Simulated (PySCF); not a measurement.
# trimethylsilane (C3H10Si): electronic excitations at several levels of theory, part 2 of 2

PySCF 2.14.0. Atoms count from 0.

## 9. TDDFT and polarisability: PBE0/def2-TZVPD

The job: settings as JSON, then the geometry in Å.

```
{"job": {"kind": "uv", "xc": "PBE0", "basis": "def2-TZVPD"}, "charge": 0, "multiplicity": 1}
C      0.116510     1.708884    -0.496498
Si    -0.086484     0.108327     0.472900
C     -1.551087    -0.873064    -0.187302
C      1.486631    -0.919839     0.364419
H     -0.790416     2.330380    -0.432638
H      0.308295     1.499925    -1.561277
H      0.960210     2.302923    -0.111669
H     -0.343244     0.445690     1.913121
H     -1.704583    -1.795945     0.393837
H     -1.388321    -1.159579    -1.238754
H     -2.480610    -0.284673    -0.137517
H      1.705983    -1.191750    -0.680581
H      2.352651    -0.364270     0.756935
H      1.393674    -1.851759     0.943934
```

Level: TDDFT PBE0/def2-TZVPD, vertical, gas phase, core orbitals frozen in the response.

Output:

```text
coarse grid: 11088 points
cycle   1  E = -409.5835953878  dE = -9.276e-02  |g| = 5.091e-01  |ddm| = 3.150e+00
cycle   2  E = -409.5661892148  dE =  1.741e-02  |g| = 5.656e-01  |ddm| = 9.486e-01
cycle   3  E = -409.6485488589  dE = -8.236e-02  |g| = 2.254e-02  |ddm| = 4.126e-01
cycle   4  E = -409.6486672481  dE = -1.184e-04  |g| = 1.050e-02  |ddm| = 3.497e-02
cycle   5  E = -409.6486975812  dE = -3.033e-05  |g| = 1.045e-03  |ddm| = 1.230e-02
cycle   6  E = -409.6486979240  dE = -3.427e-07  |g| = 3.121e-04  |ddm| = 2.384e-03
final grid: 99272 points
cycle   7  E = -409.6385508096  dE = -4.596e-05  |g| = 7.431e-03  |ddm| = 1.842e-01
cycle   8  E = -409.6385468495  dE =  3.960e-06  |g| = 8.394e-03  |ddm| = 1.288e-02
cycle   9  E = -409.6385640692  dE = -1.722e-05  |g| = 2.200e-04  |ddm| = 5.853e-03
cycle  10  E = -409.6385640798  dE = -1.057e-08  |g| = 1.278e-04  |ddm| = 4.934e-04
cycle  11  E = -409.6385640845  dE = -4.708e-09  |g| = 1.048e-05  |ddm| = 1.482e-04
cycle  12  E = -409.6385640845  dE = -2.865e-11  |g| = 3.289e-06  |ddm| = 2.132e-05
converged SCF energy = -409.6385640845

Static polarisability (au): isotropic 67.175, principal 61.498 70.001 70.027

Singlet excitations
state   eV       nm        f      main configurations
  1   7.7137    160.7   0.07437   H->L 0.95
  2   7.7153    160.7   0.07475   H-1->L 0.95
  3   7.9101    156.7   0.00006   H-2->L 0.98
  4   8.2717    149.9   0.02811   H->L+1 0.61, H->L+2 0.14, H-1->L+2 0.12
  5   8.2754    149.8   0.02294   H->L+2 0.47, H-1->L+1 0.46
  6   8.2758    149.8   0.02241   H-1->L+2 0.51, H->L+1 0.28, H-1->L+1 0.13
  7   8.2802    149.7   0.00140   H->L+2 0.33, H-1->L+2 0.32, H-1->L+1 0.27
  8   8.3571    148.4   0.05775   H-2->L+1 0.94
  9   8.3587    148.3   0.05656   H-2->L+2 0.94
 10   8.6734    142.9   0.00914   H->L+3 0.91

Triplet excitations (Tamm-Dancoff, eV): 7.5285 7.5295 7.6817 7.9516
```

Run time: 19 s. Hardware: 1 thread of Intel Xeon 6975P-C, shared host; peak memory 0.99 GiB.

Key values: HOMO -8.53 eV, LUMO 0.30 eV; lowest singlet 7.71 eV.

## 10. Excited states and response: PBE0/6-31+G*

Settings changed since step 9:

```diff
@@ -1,2 +1,2 @@
-{"job": {"kind": "uv", "xc": "PBE0", "basis": "def2-TZVPD"}, "charge": 0, "multiplicity": 1}
+{"job": {"kind": "uv", "xc": "PBE0", "basis": "6-31+G*"}, "charge": 0, "multiplicity": 1}
 C      0.116510     1.708884    -0.496498
```

With the program's defaults for keys left out, this is: TDDFT PBE0/6-31+G*, vertical, gas phase, core orbitals frozen in the response.

Output:

```text
coarse grid: 11088 points
cycle   1  E = -409.5449686010  dE = -7.142e-02  |g| = 4.902e-01  |ddm| = 2.959e+00
cycle   2  E = -409.5301114641  dE =  1.486e-02  |g| = 5.352e-01  |ddm| = 8.689e-01
cycle   3  E = -409.6083727487  dE = -7.826e-02  |g| = 1.722e-02  |ddm| = 4.644e-01
cycle   4  E = -409.6084694371  dE = -9.669e-05  |g| = 6.391e-03  |ddm| = 4.952e-02
cycle   5  E = -409.6084831065  dE = -1.367e-05  |g| = 6.642e-04  |ddm| = 1.521e-02
cycle   6  E = -409.6084832536  dE = -1.471e-07  |g| = 1.714e-04  |ddm| = 1.426e-03
final grid: 99272 points
cycle   7  E = -409.5640142461  dE = -1.119e-05  |g| = 7.531e-03  |ddm| = 2.786e-02
cycle   8  E = -409.5640099866  dE =  4.260e-06  |g| = 8.610e-03  |ddm| = 1.326e-02
cycle   9  E = -409.5640295678  dE = -1.958e-05  |g| = 1.542e-04  |ddm| = 6.959e-03
cycle  10  E = -409.5640295745  dE = -6.690e-09  |g| = 5.454e-05  |ddm| = 4.261e-04
cycle  11  E = -409.5640295755  dE = -9.451e-10  |g| = 6.661e-06  |ddm| = 1.010e-04
converged SCF energy = -409.5640295755

Static polarisability (au): isotropic 60.847, principal 56.588 62.963 62.989

Singlet excitations
state   eV       nm        f      main configurations
  1   7.5513    164.2   0.07819   H->L 0.96
  2   7.5530    164.2   0.07858   H-1->L 0.96
  3   7.7957    159.0   0.00131   H-2->L 0.98
  4   8.1520    152.1   0.01982   H->L+1 0.52, H-1->L+2 0.33
  5   8.1521    152.1   0.02061   H->L+2 0.42, H-1->L+1 0.42
  6   8.1616    151.9   0.00015   H-1->L+1 0.34, H->L+2 0.33, H-1->L+2 0.20
  7   8.1661    151.8   0.02573   H-1->L+2 0.40, H->L+1 0.27, H-1->L+1 0.17
  8   8.2645    150.0   0.06083   H-2->L+1 0.96
  9   8.2656    150.0   0.05979   H-2->L+2 0.96
 10   8.4976    145.9   0.00078   H->L+3 0.97

Triplet excitations (Tamm-Dancoff, eV): 7.4022 7.4034 7.5950 7.9018
```

It took 5.2 s on 1 thread of Intel Xeon 6975P-C, shared host; peak memory 0.51 GiB.

Key values: HOMO -8.51 eV, LUMO 0.09 eV; lowest singlet 7.55 eV.

## 11. Run by run: electronic excitations

Excitations and ground-state properties, with basis size and wall time:

| run | lowest singlet (eV) | brightest (eV) | f | gap (eV) | α (Å³) | μ (D) | functions | time |
| --- | --- | --- | --- | --- | --- | --- | --- | --- |
| wB97X-D/def2-SVPD | 8.49 | 8.50 | 0.103 | 12.68 | 9.70 | 0.57 | 164 | 42 s |
| LC-wPBE/def2-SVPD | 8.96 | 9.56 | 0.136 | 13.66 | 9.46 | 0.57 | 164 | 67 s |
| PBE0/6-31G* | 9.25 | 9.58 | 0.218 | 10.76 | 7.96 | 0.64 | 80 | 4.4 s |
| PBE0/def2-SVP | 8.90 | 9.54 | 0.115 | 10.18 | 8.50 | 0.60 | 110 | 6.3 s |
| PBE0/def2-TZVP | 8.37 | 8.88 | 0.101 | 9.59 | 9.50 | 0.58 | 190 | 14 s |
| PBE0/aug-cc-pVDZ | 7.43 | 7.43 | 0.066 | 8.41 | 10.03 | 0.57 | 186 | 13 s |
| PBE0/def2-TZVPD | 7.71 | 7.72 | 0.075 | 8.83 | 9.95 | 0.58 | 244 | 19 s |
| PBE0/6-31+G* | 7.55 | 7.55 | 0.079 | 8.60 | 9.02 | 0.59 | 96 | 5.2 s |

Measured dipole: 0.53 D (gas; NIST CCCBDB Release 22 (SRD 101), experimental dipoles).

## 12. What came out

This closing draws on all 2 parts.

```
                                quantity                        value
                             point group                          C3v
    rotational constants (main isotopes)         5.28, 5.27, 3.12 GHz
      lowest singlet (wB97X-D/def2-SVPD)  8.49 eV (146 nm), f = 0.102
brightest single state of those computed  state 2, 8.50 eV, f = 0.103
                          lowest triplet                      8.28 eV
       vertical ionisation energy (ΔSCF)                     10.71 eV
             range of the lowest singlet              7.43 to 9.25 eV
```

Single values in the summary come from the first run of each kind that ended normally (wB97X-D/def2-SVPD), which need not be the best level. The start was shaken at random, so part of the energy gained undoes that. Over 5 steps the energy fell by 1.036 eV; of the close pairs, C3–H12 changed most, 0.954 to 1.101 Å. No frequency check was run at this level, so the end point may be a saddle. The lowest singlet, at 8.49 eV, is HOMO→LUMO 0.84 and is bright; of the 10 states computed, the strongest absorption comes from states 4 to 6 together at 9.12 eV. The lowest triplet lies 0.21 eV below the lowest singlet (triplets in Tamm-Dancoff, singlets in full TDDFT). The orbital energy would give 10.44 eV for ionisation, ΔSCF gives 10.71 eV. The dipole moment, 0.57 D, compares with 0.53 D measured. The lowest singlet runs from 7.43 eV (PBE0/aug-cc-pVDZ) to 9.25 eV (PBE0/6-31G*), while the orbital gap spans 8.41 to 13.66 eV. The lowest state need not be the same one in every run. The runs solved for a few states only, so the brightest column depends on that window. For the measured dipole, wB97X-D/def2-SVPD misses least (0.04 D, 42 s) and PBE0/6-31G* most (0.11 D, 4.4 s). One molecule ranks no method: errors cancel, and vibration and temperature are missing from all runs.
